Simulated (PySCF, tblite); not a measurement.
**C₂H₆GeO₃: dynamics, then NMR shifts on frames**

Aim: move C₂H₆GeO₃ (`O=COC[O][GeH3]`) away from its starting geometry and see how NMR shifts follow the geometry.

Computed with tblite 0.8.0 and PySCF 2.14.0, with density-fitted response routines of our own, on a single molecule in the gas phase. Atoms count from 0, in the outputs and in this text.

### Step 1. Starting geometry

12 atoms, charge 0, multiplicity 1; geometry from: GFN2-xTB.

Bonds of the start (Å): O0–C1 1.20, C1–O2 1.31, O2–C3 1.44, C3–O4 1.36, O4–Ge5 1.80, C1–H6 1.10, C3–H7 1.10, C3–H8 1.10, Ge5–H9 1.49, Ge5–H10 1.50, Ge5–H11 1.50.

### Step 2. Dynamics with GFN2-xTB

The job: settings as JSON, then the geometry in Å.

```
{"job": {"kind": "md", "xc": "GFN2-xTB", "basis": "xTB", "temperature": 600, "steps": 2000, "every": 50, "frames": 5}, "charge": 0, "multiplicity": 1}
O      0.735706     1.472954     0.376227
C      1.661771     0.711412     0.407535
O      1.658316    -0.540992     0.017948
C      0.408554    -1.033132    -0.493175
O     -0.577190    -1.085762     0.440762
Ge    -1.614151     0.295619     0.942897
H      2.664788     0.988922     0.773288
H      0.142100    -0.401805    -1.355121
H      0.639559    -2.050323    -0.830226
H     -1.019635     1.003200     2.116510
H     -1.890179     1.150884    -0.252205
H     -2.808440    -0.511663     1.358972
```

With the program's defaults for keys left out, this is: GFN2-xTB Langevin dynamics, gas phase.

The run is started by

```sh
$ OMP_NUM_THREADS=1 python probes_run.py task.json out
```

This one command runs all jobs of the session in turn.

The program printed:

```text
t/fs     T/K      E/eV
    0.0   523.0   -584.67418
   25.0   568.2   -584.29510
   50.0   430.3   -583.91876
   75.0   448.8   -583.67475
  100.0   571.5   -584.01721
  125.0   637.4   -584.12472
  150.0   421.7   -584.19370
  175.0   372.4   -584.03547
  200.0   446.7   -584.16015
  225.0   482.0   -584.23498
  250.0   419.3   -584.06267
  275.0   363.3   -583.86067
  300.0   467.1   -583.95489
  325.0   646.2   -584.05365
  350.0   514.5   -584.10693
  375.0   363.2   -583.98604
  400.0   558.6   -584.10707
  425.0   526.0   -584.01486
  450.0   350.4   -583.68026
  475.0   564.6   -583.68712
  500.0   694.9   -583.73252
  525.0   541.2   -583.61206
  550.0   538.1   -583.82829
  575.0   582.4   -583.90636
  600.0   640.9   -583.93690
  625.0   713.2   -583.90469
  650.0   747.9   -583.81959
  675.0   793.7   -583.79179
  700.0   441.8   -582.95563
  725.0   820.6   -583.51321
  750.0   822.4   -583.60794
  775.0   570.9   -583.39704
  800.0   608.8   -583.98489
  825.0   460.2   -583.60829
  850.0   760.5   -584.07634
  875.0   701.5   -583.94685
  900.0   547.3   -583.95303
  925.0   447.6   -584.07973
  950.0   352.4   -583.98252
  975.0   459.4   -584.03535
 1000.0   529.8   -583.99418
```

It took 14 s on 1 thread of Arm Neoverse N1, shared host; peak memory 0.18 GiB.

Distance from the start (root mean square after alignment): 0 fs 0.00 Å, 200 fs 0.18 Å, 400 fs 0.19 Å, 600 fs 0.79 Å, 800 fs 1.08 Å, 1000 fs 1.39 Å.

Positions (Å) and forces (eV/Å) at 1000 fs:

```xyz
12

O    -0.005    1.226    0.813    2.360    0.178    0.569
C     0.970    0.672    1.303   -3.282   -2.369   -1.542
O     1.043   -0.693    1.216    1.415    1.183    0.735
C     0.128   -1.413    0.393    0.154    0.593   -0.438
O    -1.125   -1.390    0.867   -0.973    0.705    0.004
Ge   -2.395   -0.098    0.507    0.875    0.456    0.725
H     1.764    1.049    1.904    0.478    0.486    0.319
H     0.239   -0.902   -0.613   -0.158   -0.871    0.416
H     0.419   -2.479    0.449    0.537    0.514   -0.395
H    -2.629   -0.251   -0.946    0.077    0.220   -0.445
H    -3.334   -0.954    1.229   -0.703   -0.018    0.394
H    -2.034    1.353    1.044   -0.779   -1.078   -0.342
```

### Step 3. Shielding tensors: 250 fs, PBE0/pcSseg-1

The job: settings as JSON, then the geometry in Å.

```
{"job": {"kind": "nmr", "xc": "PBE0", "basis": "pcSseg-1", "pop": false}, "charge": 0, "multiplicity": 1}
O      0.546000     1.530100    -0.478200
C      1.338400     1.187000     0.379700
O      1.350900     0.003600     1.018300
C      0.463100    -1.018000     0.698300
O     -0.782900    -0.822000     1.187900
Ge    -1.951300     0.523700     0.573900
H      2.136800     1.855800     0.758900
H      0.349500    -1.147200    -0.387500
H      0.837000    -1.963800     1.265700
H     -1.629900     2.067600     0.544100
H     -2.103500     0.121400    -0.800300
H     -3.140300    -0.096700     1.257300
```

With the program's defaults for keys left out, this is: GIAO PBE0/pcSseg-1 NMR shielding, non-relativistic, gas phase.

The program printed:

```text
coarse grid: 48152 points
cycle   1  E = -2381.3775379502  dE =  2.746e-01  |g| = 1.375e+00  |ddm| = 3.138e+00
cycle   2  E = -2380.8105347948  dE =  5.670e-01  |g| = 2.193e+00  |ddm| = 1.975e+00
cycle   3  E = -2381.6013739034  dE = -7.908e-01  |g| = 4.144e-01  |ddm| = 1.494e+00
cycle   4  E = -2381.6276545532  dE = -2.628e-02  |g| = 1.386e-01  |ddm| = 2.780e-01
cycle   5  E = -2381.6303524767  dE = -2.698e-03  |g| = 5.333e-02  |ddm| = 9.863e-02
cycle   6  E = -2381.6308415677  dE = -4.891e-04  |g| = 1.099e-02  |ddm| = 3.914e-02
cycle   7  E = -2381.6308597179  dE = -1.815e-05  |g| = 4.562e-03  |ddm| = 8.100e-03
cycle   8  E = -2381.6308630353  dE = -3.317e-06  |g| = 5.372e-04  |ddm| = 2.596e-03
final grid: 101312 points
cycle   9  E = -2381.6309358726  dE =  5.860e-08  |g| = 8.786e-04  |ddm| = 1.093e-03
cycle  10  E = -2381.6309354716  dE =  4.010e-07  |g| = 1.742e-03  |ddm| = 1.356e-03
cycle  11  E = -2381.6309360009  dE = -5.293e-07  |g| = 1.686e-04  |ddm| = 9.330e-04
cycle  12  E = -2381.6309360053  dE = -4.425e-09  |g| = 1.876e-05  |ddm| = 1.006e-04
cycle  13  E = -2381.6309360053  dE = -5.411e-11  |g| = 7.586e-06  |ddm| = 1.535e-05
converged SCF energy = -2381.6309360053

GIAO shielding tensors (ppm)
atom      isotropic    diamagn.    paramagn.     s11        s22        s33       span
  0 O     -140.920     403.601    -544.521   -440.410   -278.848    296.498    736.908
  1 C       10.729     248.527    -237.798    -96.902     55.812     73.278    170.180
  2 O       64.301     399.120    -334.818   -132.727    103.080    222.551    355.279
  3 C       93.201     245.737    -152.536     65.131     95.997    118.474     53.343
  4 O      244.024     401.173    -157.149    137.933    231.955    362.185    224.252
  5 Ge    1376.236    2756.679   -1380.443   1228.769   1281.894   1618.046    389.277
  6 H       23.112      26.389      -3.277     19.208     22.946     27.181      7.973
  7 H       25.258      32.070      -6.812     21.758     24.521     29.496      7.739
  8 H       24.697      26.903      -2.206     19.357     23.777     30.956     11.598
  9 H       24.975      27.146      -2.171     18.612     22.975     33.339     14.727
 10 H       27.417      31.503      -4.086     21.287     22.820     38.142     16.855
 11 H       26.455      28.270      -1.815     19.377     22.376     37.611     18.234
```

Wall time 25 s (1 thread of Arm Neoverse N1, shared host); peak memory 0.7 GiB.

The references, computed at this level on geometries of the same kind, shield at (ppm): ¹H TMS 31.72, ¹³C TMS 186.9, ¹⁷O H2O 336.1, ⁷³Ge GeMe4 1331. Their shielding less the atom's gives the shift. The references are single molecules in the gas phase, so shifts against H2O, NH3, PH3, H3PO4 or CFCl3 are not on the usual liquid scales and can be off by tens of ppm. Each atom is listed at this fixed geometry, with no averaging over motion; a spectrum would average atoms that exchange fast.

```csv
atoms,environment,σ (ppm),δ (ppm)
C1,ester carbonyl carbon,10.7,176.2
C3,sp3 carbon bearing two oxygens,93.2,93.7
H6,hydrogen on an ester carbonyl carbon,23.11,8.61
H8,hydrogen on an sp3 carbon bearing two oxygens,24.70,7.02
H9,hydrogen on a germanium bonded to O,24.98,6.74
H7,hydrogen on an sp3 carbon bearing two oxygens,25.26,6.46
H11,hydrogen on a germanium bonded to O,26.45,5.26
H10,hydrogen on a germanium bonded to O,27.42,4.30
O0,ester carbonyl oxygen,-140.9,477.0
O2,ester alkoxy oxygen,64.3,271.8
O4,"oxygen bonded to C, Ge",244.0,92.1
Ge5,"germanium bonded to O, 3 H",1376,-45
```

### Step 4. NMR shieldings: 425 fs, PBE0/pcSseg-1

The job: settings as JSON, then the geometry in Å.

```
{"job": {"kind": "nmr", "xc": "PBE0", "basis": "pcSseg-1", "pop": false}, "charge": 0, "multiplicity": 1}
O      0.679100     1.278600     0.530100
C      1.504300     0.585900     1.137200
O      1.248800    -0.639500     1.554700
C      0.017600    -1.152200     1.142600
O     -1.068600    -0.407400     1.440000
Ge    -2.140800     0.348900     0.315400
H      2.409500     1.047200     1.563300
H      0.011300    -1.355600     0.004700
H     -0.059100    -2.090100     1.663200
H     -2.353900     1.740900     0.575400
H     -1.475600     0.374200    -1.109900
H     -3.373600    -0.596300     0.284800
```

With the program's defaults for keys left out, this is: GIAO PBE0/pcSseg-1 NMR shielding, non-relativistic, gas phase.

The program printed:

```text
coarse grid: 48152 points
cycle   1  E = -2381.3885036689  dE =  4.101e-01  |g| = 1.363e+00  |ddm| = 3.171e+00
cycle   2  E = -2380.8186859425  dE =  5.698e-01  |g| = 2.182e+00  |ddm| = 1.963e+00
cycle   3  E = -2381.5922717143  dE = -7.736e-01  |g| = 4.908e-01  |ddm| = 1.519e+00
cycle   4  E = -2381.6315643577  dE = -3.929e-02  |g| = 1.330e-01  |ddm| = 3.224e-01
cycle   5  E = -2381.6341566699  dE = -2.592e-03  |g| = 4.510e-02  |ddm| = 8.878e-02
cycle   6  E = -2381.6344733755  dE = -3.167e-04  |g| = 7.631e-03  |ddm| = 3.124e-02
cycle   7  E = -2381.6344811376  dE = -7.762e-06  |g| = 2.575e-03  |ddm| = 5.357e-03
final grid: 101312 points
cycle   8  E = -2381.6345112979  dE =  1.793e-06  |g| = 4.176e-03  |ddm| = 3.809e-03
cycle   9  E = -2381.6345056838  dE =  5.614e-06  |g| = 7.114e-03  |ddm| = 6.044e-03
cycle  10  E = -2381.6345141787  dE = -8.495e-06  |g| = 5.947e-04  |ddm| = 3.934e-03
cycle  11  E = -2381.6345142435  dE = -6.481e-08  |g| = 7.612e-05  |ddm| = 3.373e-04
cycle  12  E = -2381.6345142446  dE = -1.039e-09  |g| = 1.145e-05  |ddm| = 5.346e-05
cycle  13  E = -2381.6345142446  dE = -3.001e-11  |g| = 5.290e-06  |ddm| = 1.006e-05
converged SCF energy = -2381.6345142446

GIAO shielding tensors (ppm)
atom      isotropic    diamagn.    paramagn.     s11        s22        s33       span
  0 O     -194.205     403.851    -598.056   -544.941   -316.832    279.157    824.098
  1 C        8.569     248.822    -240.253    -99.579     49.930     75.355    174.934
  2 O       77.963     399.182    -321.219    -88.493    114.647    207.735    296.228
  3 C       92.796     245.862    -153.067     67.023     93.332    118.032     51.009
  4 O      296.360     403.903    -107.544    201.546    324.265    363.268    161.722
  5 Ge    1395.568    2757.315   -1361.746   1220.965   1315.650   1650.089    429.124
  6 H       22.904      26.492      -3.588     18.967     21.914     27.832      8.865
  7 H       25.188      31.227      -6.038     20.322     25.807     29.436      9.114
  8 H       26.342      29.364      -3.022     20.433     26.487     32.105     11.672
  9 H       27.317      30.057      -2.740     20.419     22.116     39.415     18.996
 10 H       26.061      29.161      -3.100     20.783     22.898     34.503     13.721
 11 H       26.253      27.727      -1.475     19.604     22.290     36.864     17.261
```

Wall time 24 s (1 thread of Arm Neoverse N1, shared host); peak memory 0.78 GiB.

Key values: δ C1 178.4, C3 94.1, O0 530.3, O2 258.1, H6 8.81, H7 6.53 ppm.

### Step 5. Nuclear shieldings: 625 fs, PBE0/pcSseg-1

The job: settings as JSON, then the geometry in Å.

```
{"job": {"kind": "nmr", "xc": "PBE0", "basis": "pcSseg-1", "pop": false}, "charge": 0, "multiplicity": 1}
O      0.720900     0.850700     0.482900
C      1.061700     0.296000     1.460300
O      0.756700    -1.014800     1.705900
C     -0.336100    -1.617600     1.033800
O     -1.425400    -0.975000     1.233700
Ge    -2.249800     0.445000     0.484600
H      1.949200     0.545100     2.034200
H     -0.094900    -1.689000    -0.043500
H     -0.449200    -2.627000     1.398700
H     -1.449900     1.268500    -0.491100
H     -3.617500     0.005000    -0.109100
H     -2.654500     1.352500     1.599900
```

Method: GIAO PBE0/pcSseg-1 NMR shielding, non-relativistic, gas phase.

The program printed:

```text
coarse grid: 48152 points
cycle   1  E = -2381.3972291069  dE =  4.665e-01  |g| = 1.346e+00  |ddm| = 3.172e+00
cycle   2  E = -2381.0090339359  dE =  3.882e-01  |g| = 1.967e+00  |ddm| = 1.726e+00
cycle   3  E = -2381.6085925326  dE = -5.996e-01  |g| = 3.414e-01  |ddm| = 1.237e+00
cycle   4  E = -2381.6258945232  dE = -1.730e-02  |g| = 1.306e-01  |ddm| = 2.368e-01
cycle   5  E = -2381.6284311545  dE = -2.537e-03  |g| = 4.096e-02  |ddm| = 8.691e-02
cycle   6  E = -2381.6287137789  dE = -2.826e-04  |g| = 6.110e-03  |ddm| = 2.825e-02
cycle   7  E = -2381.6287185400  dE = -4.761e-06  |g| = 2.503e-03  |ddm| = 4.765e-03
final grid: 101312 points
cycle   8  E = -2381.6287450850  dE =  1.767e-06  |g| = 4.148e-03  |ddm| = 3.728e-03
cycle   9  E = -2381.6287399747  dE =  5.110e-06  |g| = 6.899e-03  |ddm| = 6.015e-03
cycle  10  E = -2381.6287479629  dE = -7.988e-06  |g| = 1.989e-04  |ddm| = 3.800e-03
cycle  11  E = -2381.6287479699  dE = -7.018e-09  |g| = 5.132e-05  |ddm| = 1.265e-04
cycle  12  E = -2381.6287479704  dE = -4.434e-10  |g| = 6.957e-06  |ddm| = 2.996e-05
converged SCF energy = -2381.6287479704

GIAO shielding tensors (ppm)
atom      isotropic    diamagn.    paramagn.     s11        s22        s33       span
  0 O     -144.290     404.382    -548.672   -448.795   -284.400    300.324    749.119
  1 C       19.604     251.008    -231.404    -83.000     61.979     79.832    162.832
  2 O       49.217     400.236    -351.018   -152.712     91.773    208.591    361.303
  3 C      102.776     247.199    -144.423     73.815    104.415    130.098     56.283
  4 O      298.390     400.652    -102.262    211.939    316.347    366.884    154.946
  5 Ge    1400.172    2755.070   -1354.898   1245.223   1284.185   1671.108    425.885
  6 H       23.569      27.598      -4.029     19.248     23.489     27.969      8.721
  7 H       25.708      32.571      -6.863     21.872     24.977     30.274      8.402
  8 H       26.437      28.642      -2.205     21.180     25.620     32.512     11.331
  9 H       25.690      28.531      -2.842     18.522     23.198     35.349     16.827
 10 H       26.135      27.062      -0.928     19.881     21.775     36.747     16.866
 11 H       27.002      28.509      -1.507     20.495     22.746     37.763     17.268
```

It took 23 s on 1 thread of Arm Neoverse N1, shared host; peak memory 0.78 GiB.

In short: δ C1 167.3, C3 84.1, O0 480.4, O2 286.9, H6 8.15, H9 6.03 ppm.

### Step 6. Shielding tensors: 800 fs, PBE0/pcSseg-1

The job: settings as JSON, then the geometry in Å.

```
{"job": {"kind": "nmr", "xc": "PBE0", "basis": "pcSseg-1", "pop": false}, "charge": 0, "multiplicity": 1}
O     -0.020200     1.289800     0.269800
C      0.829700     0.728300     0.827000
O      0.832300    -0.642900     1.244200
C     -0.109600    -1.483700     0.724800
O     -1.397000    -1.041100     1.005200
Ge    -2.384300     0.247900     0.271800
H      1.879600     1.130600     1.152900
H     -0.068900    -1.692400    -0.375400
H      0.086800    -2.474400     1.214800
H     -1.819900     0.659400    -1.137200
H     -3.753200    -0.296900     0.157600
H     -2.204700     1.410100     1.221300
```

Level: GIAO PBE0/pcSseg-1 NMR shielding, non-relativistic, gas phase.

The program printed:

```text
coarse grid: 48152 points
cycle   1  E = -2381.3901493495  dE =  3.061e-01  |g| = 1.353e+00  |ddm| = 3.152e+00
cycle   2  E = -2380.9663812101  dE =  4.238e-01  |g| = 2.020e+00  |ddm| = 1.800e+00
cycle   3  E = -2381.6104886009  dE = -6.441e-01  |g| = 3.293e-01  |ddm| = 1.300e+00
cycle   4  E = -2381.6258617143  dE = -1.537e-02  |g| = 1.300e-01  |ddm| = 2.324e-01
cycle   5  E = -2381.6283134803  dE = -2.452e-03  |g| = 4.457e-02  |ddm| = 8.878e-02
cycle   6  E = -2381.6286469508  dE = -3.335e-04  |g| = 6.308e-03  |ddm| = 3.039e-02
cycle   7  E = -2381.6286518289  dE = -4.878e-06  |g| = 2.855e-03  |ddm| = 4.985e-03
final grid: 101312 points
cycle   8  E = -2381.6286061671  dE =  2.466e-06  |g| = 4.812e-03  |ddm| = 4.409e-03
cycle   9  E = -2381.6285987123  dE =  7.455e-06  |g| = 8.182e-03  |ddm| = 7.122e-03
cycle  10  E = -2381.6286100842  dE = -1.137e-05  |g| = 1.772e-04  |ddm| = 4.542e-03
cycle  11  E = -2381.6286100894  dE = -5.216e-09  |g| = 3.082e-05  |ddm| = 1.205e-04
cycle  12  E = -2381.6286100896  dE = -1.492e-10  |g| = 1.131e-05  |ddm| = 2.100e-05
converged SCF energy = -2381.6286100896

GIAO shielding tensors (ppm)
atom      isotropic    diamagn.    paramagn.     s11        s22        s33       span
  0 O     -125.249     403.969    -529.218   -384.966   -241.067    250.287    635.253
  1 C       19.090     250.869    -231.779    -79.976     62.637     74.609    154.585
  2 O       60.652     400.933    -340.281   -134.718    139.297    177.375    312.093
  3 C       93.380     244.168    -150.788     71.155     87.545    121.439     50.284
  4 O      284.625     402.030    -117.405    181.423    315.697    356.756    175.333
  5 Ge    1391.484    2756.019   -1364.535   1281.047   1319.759   1573.647    292.600
  6 H       22.453      25.813      -3.361     18.052     22.028     27.278      9.226
  7 H       25.446      31.163      -5.717     21.277     24.896     30.166      8.889
  8 H       25.736      27.342      -1.606     20.737     25.266     31.207     10.470
  9 H       25.454      28.578      -3.124     19.952     22.698     33.711     13.758
 10 H       26.915      28.508      -1.593     19.958     22.042     38.745     18.787
 11 H       26.365      28.913      -2.548     19.910     22.898     36.286     16.376
```

Run time: 24 s. Hardware: 1 thread of Arm Neoverse N1, shared host; peak memory 0.78 GiB.

In short: δ C1 167.8, C3 93.5, O0 461.3, O2 275.4, H6 9.26, H7 6.27 ppm.

### Step 7. NMR shieldings: 1000 fs, PBE0/pcSseg-1

The job: settings as JSON, then the geometry in Å.

```
{"job": {"kind": "nmr", "xc": "PBE0", "basis": "pcSseg-1", "pop": false}, "charge": 0, "multiplicity": 1}
O     -0.005000     1.225900     0.813400
C      0.969600     0.671700     1.303400
O      1.042900    -0.693000     1.216400
C      0.128000    -1.412800     0.392600
O     -1.125000    -1.390000     0.867400
Ge    -2.395100    -0.098100     0.507300
H      1.764200     1.048800     1.904000
H      0.239300    -0.902300    -0.612600
H      0.419000    -2.478600     0.448600
H     -2.629000    -0.250600    -0.945800
H     -3.333600    -0.954100     1.229300
H     -2.033600     1.353500     1.044400
```

With the program's defaults for keys left out, this is: GIAO PBE0/pcSseg-1 NMR shielding, non-relativistic, gas phase.

The program printed:

```text
coarse grid: 48152 points
cycle   1  E = -2381.3747978577  dE =  2.853e-01  |g| = 1.374e+00  |ddm| = 3.129e+00
cycle   2  E = -2380.8485255676  dE =  5.263e-01  |g| = 2.150e+00  |ddm| = 1.943e+00
cycle   3  E = -2381.6011339501  dE = -7.526e-01  |g| = 3.940e-01  |ddm| = 1.452e+00
cycle   4  E = -2381.6241684014  dE = -2.303e-02  |g| = 1.494e-01  |ddm| = 2.767e-01
cycle   5  E = -2381.6274978734  dE = -3.329e-03  |g| = 5.220e-02  |ddm| = 1.026e-01
cycle   6  E = -2381.6279477071  dE = -4.498e-04  |g| = 8.672e-03  |ddm| = 3.640e-02
cycle   7  E = -2381.6279576654  dE = -9.958e-06  |g| = 4.249e-03  |ddm| = 7.116e-03
cycle   8  E = -2381.6279606615  dE = -2.996e-06  |g| = 5.839e-04  |ddm| = 2.499e-03
final grid: 101312 points
cycle   9  E = -2381.6279686389  dE =  5.474e-08  |g| = 9.057e-04  |ddm| = 1.160e-03
cycle  10  E = -2381.6279682578  dE =  3.811e-07  |g| = 1.724e-03  |ddm| = 1.319e-03
cycle  11  E = -2381.6279687738  dE = -5.160e-07  |g| = 1.786e-04  |ddm| = 9.216e-04
cycle  12  E = -2381.6279687793  dE = -5.474e-09  |g| = 2.541e-05  |ddm| = 1.082e-04
cycle  13  E = -2381.6279687794  dE = -1.151e-10  |g| = 7.666e-06  |ddm| = 1.950e-05
converged SCF energy = -2381.6279687794

GIAO shielding tensors (ppm)
atom      isotropic    diamagn.    paramagn.     s11        s22        s33       span
  0 O     -157.175     404.466    -561.641   -416.576   -327.325    272.376    688.951
  1 C        8.687     250.603    -241.917    -94.099     43.826     76.332    170.431
  2 O       34.783     400.558    -365.776   -164.718     58.623    210.443    375.161
  3 C       88.862     246.814    -157.952     55.665     96.958    113.962     58.297
  4 O      247.989     401.898    -153.909    178.912    222.729    342.326    163.413
  5 Ge    1376.206    2755.025   -1378.819   1228.377   1316.739   1583.502    355.125
  6 H       23.609      28.445      -4.837     20.526     23.716     26.584      6.058
  7 H       25.061      31.982      -6.921     21.305     25.222     28.654      7.349
  8 H       25.422      28.753      -3.331     19.662     24.749     31.855     12.193
  9 H       26.736      29.334      -2.598     20.336     22.623     37.250     16.914
 10 H       27.003      28.730      -1.727     19.078     23.708     38.223     19.145
 11 H       23.630      26.518      -2.889     15.800     23.239     31.851     16.051
```

Wall time 24 s (1 thread of Arm Neoverse N1, shared host); peak memory 0.78 GiB.

In short: δ C1 178.2, C3 98.1, O0 493.3, O2 301.3, H6 8.11, H11 8.09 ppm.

### Step 8. Comparing the runs: NMR shifts

Shifts (ppm) of some atoms, chosen among heavy atoms and hydrogens apart, with basis size and wall time:

```csv
frame,C3,H9,H11,O0,O2,O4,Ge5,functions,time
250 fs,93.7,6.74,5.26,477.0,271.8,92.1,-45,156,25 s
425 fs,94.1,4.40,5.46,530.3,258.1,39.7,-65,156,24 s
625 fs,84.1,6.03,4.72,480.4,286.9,37.7,-69,156,23 s
800 fs,93.5,6.26,5.35,461.3,275.4,51.5,-61,156,24 s
1000 fs,98.1,4.98,8.09,493.3,301.3,88.1,-45,156,24 s
```

### Step 9. Summary of results

| quantity | value |
| --- | --- |
| thermostat | 600 K |
| mean temperature, second half | 608 K |
| mean potential energy above the minimum | 0.88 eV |
| ¹³C shifts against TMS (PBE0/pcSseg-1, 250 fs) | 176.2, 93.7 ppm |
| ¹H shifts against TMS (PBE0/pcSseg-1, 250 fs) | 8.61, 7.02, 6.74, 6.46, 5.26, 4.30 ppm |
| ¹⁷O shifts against H2O (PBE0/pcSseg-1, 250 fs) | 477.0, 271.8, 92.1 ppm |
| ⁷³Ge shifts against GeMe4 (PBE0/pcSseg-1, 250 fs) | -45 ppm |
| range of the shift of O0 | 461.3 to 530.3 ppm |

In the second half the potential energy averages 0.88 eV above the minimum; equipartition over 30 harmonic modes at 600 K would give 0.78 eV. With 12 atoms the temperature swings widely (350 to 822 K). Shifts at one fixed geometry are not the observed spectrum, which averages over the motion. In the first frame run (250 fs): The largest span, 737 ppm, is at O0, where the paramagnetic term is -545 ppm. In ppm, O0 moves most: its shift spreads over 69.0 ppm, from 461.3 (800 fs) to 530.3 (425 fs). Spin-orbit coupling is left out, which matters for shieldings and couplings at and beside the heavy atoms.
